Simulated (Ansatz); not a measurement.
# Cl2H7HfNO2Si: the cost of one run

Program: Ansatz 0.2.0. Level of theory: RHF/def2-SVP. These are calculated values, not measurements.

### 1 Starting point

Bond lengths: Hf1–O2 2.420 Å, O2–H3 1.010 Å, Hf1–Cl4 2.520 Å, Hf1–N5 2.208 Å, N5–H6 1.060 Å, N5–H7 1.060 Å, Hf1–O8 2.069 Å, Hf1–Si9 3.330 Å, O8–Si9 1.680 Å, Si9–H10 1.460 Å, Si9–H11 1.460 Å, Si9–H12 1.460 Å, Hf1–Cl13 2.820 Å. Angles (14 of 30 angles, heavy atoms first): O2–Hf1–Cl4 109.5°, O2–Hf1–N5 109.5°, O2–Hf1–O8 109.5°, O2–Hf1–Si9 85.4°, O2–Hf1–Cl13 71.6°, Cl4–Hf1–N5 109.5°, Cl4–Hf1–O8 109.5°, Cl4–Hf1–Si9 123.5°, Cl4–Hf1–Cl13 67.2°, N5–Hf1–O8 109.5°, N5–Hf1–Si9 116.0°, N5–Hf1–Cl13 176.6°, O8–Hf1–Si9 24.4°, O8–Hf1–Cl13 72.8°.

Coordinates:

```xyz
14

Hf    0.0000    0.0000    0.0000
O     0.0000    0.0000    2.4200
H    -0.9095   -0.2814    2.7571
Cl    2.3764    0.0000   -0.8392
N    -1.0409    1.8034   -0.7359
H    -2.0610    1.7482   -1.0186
H    -0.5204    2.7241   -0.8065
O    -0.9750   -1.6891   -0.6893
Si   -1.8567   -2.7511    0.2684
H    -1.4471   -2.6052    1.6622
H    -3.2801   -2.4505    0.1462
H    -1.6101   -4.1218   -0.1696
Cl    1.4718   -2.2350    0.8892
H     0.7582   -1.1514    2.1491
```

### 2 Pulling towards end A

Springs on the bonds that form and break draw the guess towards this end; the thresholds are loose.

The input, input.yaml:

```yaml
crystal:
  periodic: [false, false, false]
  atoms:
    - { symbol: Hf, position_ang: [0.0, 0.0, 0.0] }
    - { symbol: O, position_ang: [0.0, 0.0, 2.42] }
    - { symbol: H, position_ang: [-0.9095, -0.2814, 2.7571] }
    - { symbol: Cl, position_ang: [2.3764, 0.0, -0.8392] }
    - { symbol: "N", position_ang: [-1.0409, 1.8034, -0.7359] }
    - { symbol: H, position_ang: [-2.061, 1.7482, -1.0186] }
    - { symbol: H, position_ang: [-0.5204, 2.7241, -0.8065] }
    - { symbol: O, position_ang: [-0.975, -1.6891, -0.6893] }
    - { symbol: Si, position_ang: [-1.8567, -2.7511, 0.2684] }
    - { symbol: H, position_ang: [-1.4471, -2.6052, 1.6622] }
    - { symbol: H, position_ang: [-3.2801, -2.4505, 0.1462] }
    - { symbol: H, position_ang: [-1.6101, -4.1218, -0.1696] }
    - { symbol: Cl, position_ang: [1.4718, -2.235, 0.8892] }
    - { symbol: H, position_ang: [0.7582, -1.1514, 2.1491] }
basis:
  gaussian: { orbitals: def2-SVP }
hamiltonian:
  xc: hf
relax:
  f_tol: 0.15
  max_steps: 25
  restrain:
    - { distance: [0, 12], at: 3.72, k: 30.0 }
    - { distance: [13, 1], at: 2.21, k: 30.0 }
    - { distance: [0, 1], at: 2.07, k: 30.0 }
    - { distance: [13, 12], at: 1.37, k: 30.0 }
```

On the command line:

```bash
$ ansatz run input.yaml --threads 4 --pin off --max-ram 5120MiB --backend cpu --events-out ev --progress --plain --runs-dir out
```

What time and memory should one allow on 4 threads of Arm Neoverse V1, shared host?

About 47 s, with a peak of 0.52 GiB.
